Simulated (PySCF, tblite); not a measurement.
# C4H7GeO radical: geometry, infrared bands and EPR parameters

Wanted: the infrared bands and EPR parameters of C4H7GeO radical (`C=C1C[C]1[O][GeH3]`), by calculation.

Programs: tblite 0.8.0 and PySCF 2.14.0, with density-fitted response routines of our own. Each step states its level of theory. These are calculated values for one molecule in the gas phase, unless marked as measured. Atoms are numbered from 0 throughout.

### 1 The molecule as given

13 atoms, charge 0, multiplicity 2; geometry from: force field or distance geometry start.

Bonds of the start (Å): C0–C1 1.31, C1–C2 1.54, C2–C3 1.43, C3–O4 1.39, O4–Ge5 1.79, C3–C1 1.54, C0–H6 1.09, C0–H7 1.09, C2–H8 1.11, C2–H9 1.11, Ge5–H10 1.55, Ge5–H11 1.55, Ge5–H12 1.56.

### 2 Geometry optimisation with GFN2-xTB

What the job is given:

```
{"job": {"kind": "relax", "xc": "GFN2-xTB", "basis": "xTB"}, "charge": 0, "multiplicity": 2}
C     -2.181000     0.388300    -0.856300
C     -1.272800    -0.266000    -0.173500
C     -0.709800    -1.541700     0.487100
C      0.065900    -0.339300     0.576800
O      1.110100    -0.358300    -0.333800
Ge     2.209700     0.943600     0.199700
H     -3.078500    -0.119300    -1.206500
H     -2.045000     1.449100    -1.068400
H     -1.285200    -1.818200     1.394600
H     -0.418900    -2.297500    -0.265300
H      3.420300     1.026800    -0.766000
H      1.459900     2.297800     0.200800
H      2.720900     0.635300     1.642900
```

Run with:

```sh
$ OMP_NUM_THREADS=1 python probes_run.py task.json out
```

The driver reads the jobs from task.json and runs them one after another.

Standard output:

```text
step      E/eV     max force
  0    -488.81580    3.304
  1    -489.15064    2.179
  2    -489.38911    1.685
  3    -489.46867    0.901
  4    -489.51618    0.524
  5    -489.53877    0.484
  6    -489.57444    0.588
  7    -489.59960    0.401
  8    -489.62236    0.386
  9    -489.64415    0.435
 10    -489.67081    0.401
 11    -489.69570    0.386
 12    -489.71792    0.388
 13    -489.74254    0.480
 14    -489.76711    0.395
 15    -489.78267    0.292
 16    -489.79287    0.270
 17    -489.80098    0.284
 18    -489.80687    0.262
 19    -489.81135    0.239
 20    -489.81431    0.122
 21    -489.81606    0.123
 22    -489.81746    0.123
 23    -489.81953    0.137
 24    -489.82161    0.140
 25    -489.82402    0.172
 26    -489.82615    0.142
 27    -489.82746    0.073
 28    -489.82813    0.071
 29    -489.82873    0.068
 30    -489.82932    0.063
 31    -489.82975    0.049
 32    -489.83000    0.041
 33    -489.83021    0.043
 34    -489.83049    0.065
 35    -489.83089    0.079
 36    -489.83136    0.068
 37    -489.83178    0.056
 38    -489.83219    0.068
 39    -489.83269    0.068
 40    -489.83334    0.082
 41    -489.83403    0.084
 42    -489.83457    0.055
 43    -489.83501    0.056
 44    -489.83551    0.066
 45    -489.83616    0.104
 46    -489.83700    0.124
 47    -489.83803    0.111
 48    -489.83928    0.130
 49    -489.84073    0.137
 50    -489.84250    0.147
 51    -489.84391    0.121
 52    -489.84486    0.103
 53    -489.84603    0.114
 54    -489.84705    0.111
 55    -489.84775    0.064
 56    -489.84819    0.056
 57    -489.84860    0.072
 58    -489.84940    0.087
 59    -489.85039    0.102
 60    -489.85132    0.076
 61    -489.85192    0.053
 62    -489.85236    0.069
 63    -489.85277    0.064
 64    -489.85328    0.064
 65    -489.85373    0.045
 66    -489.85405    0.037
 67    -489.85426    0.033
 68    -489.85440    0.024
 69    -489.85455    0.028
 70    -489.85475    0.045
 71    -489.85501    0.050
 72    -489.85528    0.046
 73    -489.85554    0.041
 74    -489.85579    0.041
 75    -489.85609    0.041
 76    -489.85652    0.057
 77    -489.85700    0.056
 78    -489.85743    0.071
 79    -489.85782    0.056
 80    -489.85821    0.040
 81    -489.85857    0.050
 82    -489.85897    0.052
 83    -489.85963    0.079
 84    -489.86038    0.096
 85    -489.86134    0.088
 86    -489.86254    0.100
 87    -489.86386    0.086
 88    -489.86521    0.116
 89    -489.86703    0.169
 90    -489.86940    0.177
 91    -489.87193    0.153
 92    -489.86131    0.356
 93    -489.87491    0.102
 94    -489.87596    0.077
 95    -489.87774    0.116
 96    -489.87870    0.095
 97    -489.88193    0.100
 98    -489.88369    0.106
 99    -489.88476    0.076
100    -489.88422    0.128
101    -489.88554    0.066
102    -489.88583    0.056
103    -489.88645    0.048
104    -489.88742    0.077
105    -489.88861    0.068
106    -489.89000    0.077
107    -489.89133    0.057
108    -489.89025    0.159
109    -489.89197    0.078
110    -489.89243    0.091
111    -489.89291    0.046
112    -489.89323    0.049
113    -489.89366    0.052
114    -489.89422    0.047
115    -489.89464    0.065
116    -489.89503    0.049
117    -489.89546    0.057
118    -489.89373    0.127
119    -489.89582    0.038
120    -489.89595    0.030
121    -489.89622    0.036
122    -489.89631    0.028
123    -489.89652    0.036
124    -489.89664    0.045
125    -489.89681    0.041
126    -489.89699    0.045
127    -489.89721    0.037
128    -489.89744    0.036
129    -489.89766    0.025
130    -489.89784    0.033
131    -489.89801    0.043
132    -489.89820    0.038
133    -489.89841    0.033
134    -489.89867    0.047
135    -489.89907    0.048
136    -489.89973    0.071
137    -489.90055    0.065
138    -489.90128    0.051
139    -489.90162    0.035
140    -489.90181    0.031
141    -489.90189    0.023
142    -489.90195    0.015
143    -489.90199    0.015
144    -489.90209    0.023
145    -489.90218    0.028
146    -489.90227    0.023
147    -489.90233    0.021
148    -489.90238    0.020
149    -489.90243    0.016
150    -489.90249    0.019
151    -489.90254    0.017
152    -489.90258    0.012
153    -489.90260    0.007
```

Wall time 2.4 s (1 thread of AMD EPYC, shared host).

Step by step: (not every step is listed)

```tsv
step	energy from step 0 (eV)	largest force (eV/Å)
0	0.0000	3.3041
1	-0.3348	2.1787
2	-0.5733	1.6845
3	-0.6529	0.9013
4	-0.7004	0.5236
5	-0.7230	0.4839
6	-0.7586	0.5878
7	-0.7838	0.4009
8	-0.8066	0.3858
22	-1.0017	0.1229
36	-1.0156	0.0681
50	-1.0267	0.1475
64	-1.0375	0.0639
78	-1.0416	0.0715
92	-1.0455	0.3558
106	-1.0742	0.0773
120	-1.0802	0.0300
134	-1.0829	0.0470
148	-1.0866	0.0196
149	-1.0866	0.0156
150	-1.0867	0.0190
151	-1.0867	0.0168
152	-1.0868	0.0120
153	-1.0868	0.0073
```

Distances of close pairs at the start and the end, largest changes first:

```tsv
bond	before (Å)	after (Å)	change (Å)
C1–C3	1.536	1.354	-0.182
Ge5–H10	1.551	1.488	-0.063
Ge5–H12	1.562	1.501	-0.061
C3–O4	1.386	1.327	-0.059
Ge5–H11	1.548	1.501	-0.047
C2–C3	1.434	1.475	+0.041
C0–C1	1.311	1.345	+0.034
C1–C2	1.543	1.513	-0.029
```

The final coordinates are the input of the step that follows.

### 3 Infrared spectrum with GFN2-xTB

What the job is given:

```
{"job": {"kind": "ir", "xc": "GFN2-xTB", "basis": "xTB"}, "charge": 0, "multiplicity": 2}
C     -2.115372     0.543054    -0.346259
C     -1.146319    -0.362363    -0.123425
C     -0.809301    -1.823959     0.078507
C      0.148983    -0.702436     0.078499
O      1.438564    -0.422118     0.213512
Ge     2.210435     1.174968     0.149156
H     -3.144068     0.248971    -0.446336
H     -1.879743     1.590575    -0.430974
H     -1.073845    -2.311203     1.014010
H     -0.846788    -2.504165    -0.769016
H      3.621103     0.753290     0.365527
H      1.946916     1.785767    -1.196170
H      1.645047     2.030106     1.245100
```

Standard output:

```text
mode    cm-1     km/mol
  1      47.1      1.64
  2      70.6      0.59
  3      78.1      0.01
  4     173.9      1.50
  5     248.7      1.35
  6     331.3      0.04
  7     361.8     30.56
  8     492.5     56.97
  9     536.3      0.15
 10     549.4     80.92
 11     610.7     92.67
 12     716.3     26.53
 13     729.2    351.66
 14     771.8    164.35
 15     776.3     14.64
 16     815.4    135.62
 17     882.2     71.50
 18     937.6      0.41
 19     974.0      0.26
 20    1009.8     19.82
 21    1037.8      9.17
 22    1163.7     33.37
 23    1375.9     93.14
 24    1446.1     21.50
 25    1484.9    193.55
 26    1832.4     69.14
 27    1949.2     75.84
 28    2005.6    489.29
 29    2103.3    336.77
 30    2956.5     39.32
 31    2982.5     49.94
 32    3091.7     25.89
 33    3133.7     33.12
```

Wall time 0.92 s (1 thread of AMD EPYC, shared host).

Which atoms move in the most intense modes:

```tsv
cm⁻¹	km/mol	atoms
611	92.7	H10 38 %, O4 25 %, H11 13 %, H12 13 %
729	351.7	H10 28 %, H11 26 %, H12 26 %
772	164.3	H10 60 %, H12 19 %, H11 19 %
815	135.6	H11 48 %, H12 48 %
1376	93.1	H7 36 %, H6 35 %, C1 12 %, C3 11 %
1485	193.6	C0 30 %, C3 25 %, C1 15 %
2006	489.3	H12 50 %, H11 49 %
2103	336.8	H10 90 %
```

### 4 g tensor and hyperfine couplings: B3LYP/def2-TZVP-core+pcH-1

Settings changed since step 3:

```diff
@@ -1,2 +1,2 @@
-{"job": {"kind": "ir", "xc": "GFN2-xTB", "basis": "xTB"}, "charge": 0, "multiplicity": 2}
+{"job": {"kind": "epr", "basis": "pcH-1"}, "charge": 0, "multiplicity": 2}
 C     -2.115372     0.543054    -0.346259
```

Method: UKS B3LYP, def2-TZVP-core on Ge, pcH-1 on C H O, non-relativistic, mean-field spin-orbit, GIAO.

Standard output:

```text
UKS, coarse grid
  cycle   1  E = -2308.66566604  |g| = 1.40e+00
  cycle   2  E = -2308.48065664  |g| = 1.19e+00
  cycle   3  E = -2308.73699530  |g| = 5.15e-01
  cycle   4  E = -2308.80506777  |g| = 1.79e-01
  cycle   5  E = -2308.81497908  |g| = 3.56e-02
  cycle   6  E = -2308.81538057  |g| = 2.01e-02
  cycle   7  E = -2308.81558749  |g| = 3.42e-03
  cycle   8  E = -2308.81559663  |g| = 2.11e-03
  cycle   9  E = -2308.81560183  |g| = 9.43e-04
UKS, final grid
  cycle   1  E = -2308.81563395  |g| = 1.35e-03
  cycle   2  E = -2308.81563169  |g| = 2.63e-03
  cycle   3  E = -2308.81563485  |g| = 2.56e-04
  cycle   4  E = -2308.81563488  |g| = 7.67e-05
  cycle   5  E = -2308.81563489  |g| = 4.63e-05
  cycle   6  E = -2308.81563489  |g| = 2.01e-05
E = -2308.81563489 Eh   <S^2> = 0.7689 (exact 0.7500)
g shifts (ppm)      1          2          3
  rmc          -170       -170       -170
  gc             -5         40         36
  oz_so        -100        724       1443
  total        -275        594       1309
hyperfine (MHz)  atom isotope    a_iso     a_fc   dipolar eigenvalues
    0   13C      46.97      47.04    -44.86    -44.02     88.88
    1   13C     -44.25     -44.26    -21.93      4.36     17.58
    2   13C     -19.91     -19.91     -2.95     -0.64      3.59
    3   13C      62.33      62.37    -51.19    -47.41     98.60
    4   17O     -15.07     -15.17    -38.72     18.54     20.18
    5  73Ge       0.85       0.86     -0.32      0.05      0.27
    6    1H     -37.95     -37.95    -21.63     -0.05     21.69
    7    1H     -36.16     -36.16    -20.10     -0.64     20.74
    8    1H      76.70      76.70     -2.42     -2.00      4.43
    9    1H      76.74      76.74     -2.43     -2.01      4.44
   10    1H      -1.85      -1.85     -1.42     -1.18      2.60
   11    1H       5.55       5.55     -1.61     -1.04      2.65
   12    1H       5.73       5.73     -1.61     -1.04      2.65
```

Run time: 3.9 min. Hardware: 1 thread of AMD EPYC, shared host; peak memory 1.1 GiB.

Principal g values 2.00204, 2.00291, 2.00363; g(iso) = 2.00286, against 2.00232 for a free electron.

Mean a(iso) over the nuclei that a row names, and the largest dipolar term of the row (other rows stand at the frozen geometry):

```tsv
nuclei	isotope	a(iso) (MHz)	a(iso) (G, at g = 2.0023)	largest dipolar term (MHz)
H8, H9	1H	76.7	27.4	4.4
C3	13C	62.3	22.2	98.6
C0	13C	47.0	16.8	88.9
C1	13C	-44.2	-15.8	-21.9
H6	1H	-37.9	-13.5	21.7
H7	1H	-36.2	-12.9	20.7
C2	13C	-19.9	-7.1	3.6
O4	17O	-15.1	-5.4	-38.7
H10, H11, H12	1H	3.1	1.1	2.6
Ge5	73Ge	0.9	0.3	-0.3
```

Mulliken spin populations:

C0 0.62; C1 -0.21; C2 -0.05; C3 0.53; O4 0.08; Ge5 0.00; H6 -0.03; H7 -0.03; H8 0.04; H9 0.04; H10 0.00; H11 0.00; H12 0.00

In first order the couplings over 0.8 MHz of 1H give 48 distinct lines over 84.6 G, if the averaged nuclei exchange fast.

The fields below are evaluated on a grid from the run's orbitals.

ELF in a plane through or near 9 of the atoms.

Values, 10 rows by 14 columns:
```
0.00 0.00 0.00 0.00 0.00 0.00 0.00 0.00 0.00 0.00 0.00 0.00 0.00 0.00
0.00 0.00 0.00 0.00 0.00 0.00 0.00 0.01 0.09 0.00 0.00 0.00 0.00 0.00
0.00 0.00 0.00 0.00 0.01 0.00 0.00 0.95 0.99 0.14 0.28 0.04 0.00 0.00
0.00 0.00 0.00 0.05 0.15 0.09 0.00 0.53 0.95 0.73 1.00 0.84 0.00 0.00
0.00 0.00 0.04 0.21 0.21 0.24 0.01 0.30 0.80 0.53 0.70 0.26 0.00 0.00
0.00 0.10 0.96 0.64 0.75 0.30 0.45 0.70 0.29 0.70 0.04 0.00 0.00 0.00
0.00 0.18 1.00 1.00 0.19 0.80 0.73 0.58 0.42 0.55 0.15 0.00 0.00 0.00
0.00 0.00 0.60 0.78 0.01 0.47 0.22 0.17 0.45 0.38 0.04 0.00 0.00 0.00
0.00 0.00 0.00 0.00 0.00 0.00 0.00 0.01 0.02 0.02 0.00 0.00 0.00 0.00
0.00 0.00 0.00 0.00 0.00 0.00 0.00 0.00 0.00 0.00 0.00 0.00 0.00 0.00
```
The map spans 12.4 Å across and 9.7 Å up, centred on the molecule. Atoms in the plane (x, y in Å): C0 (1.7, 1.4), C1 (1.2, 0.2), C2 (1.5, -1.3), C3 (0.2, -0.7), O4 (-1.1, -1.0), Ge5 (-2.5, 0.1), H6 (2.8, 1.6), H7 (1.0, 2.3), H10 (-3.6, -0.9).

On the surface of density 0.002 e/bohr³ the electrostatic potential runs, from the 1st to the 99th percentile, from -0.95 V near O4 to 1.81 V near Ge5.

The spin density lies nearest to C0, C3 about 32 % each; C1 9 % (beta excess); O4 9 %.

### 5 Summary of results

| quantity | value |
| --- | --- |
| strongest single infrared mode (GFN2-xTB) | 2006 cm⁻¹, 489 km/mol |
| zero-point energy (GFN2-xTB) | 53.9 kcal/mol |
| g(iso) (B3LYP) | 2.00286 |
| ⟨S²⟩ | 0.769 (exact 0.75) |
| largest a(iso) (averaged by class) | 1H on H8, H9, 76.7 MHz |
| surface potential, 1st and 99th percentile | -0.95 V and 1.81 V |

In words: Over 153 steps the energy fell by 1.087 eV; of the close pairs, C1–C3 changed most, 1.536 to 1.354 Å. All 33 modes are real, so the xTB geometry is a minimum. The strongest single mode, at 2006 cm⁻¹, moves mainly H12 and H11. Unscaled tight-binding wavenumbers are off by several per cent, some by more. Its intensities can rank the bands wrongly. The largest spin populations lie on C0 (0.62 e), C3 (0.53 e). The isotropic g lies 0.5 ppt above the free-electron value. The hyperfine terms hold no scalar relativity, which the heavier nuclei need.
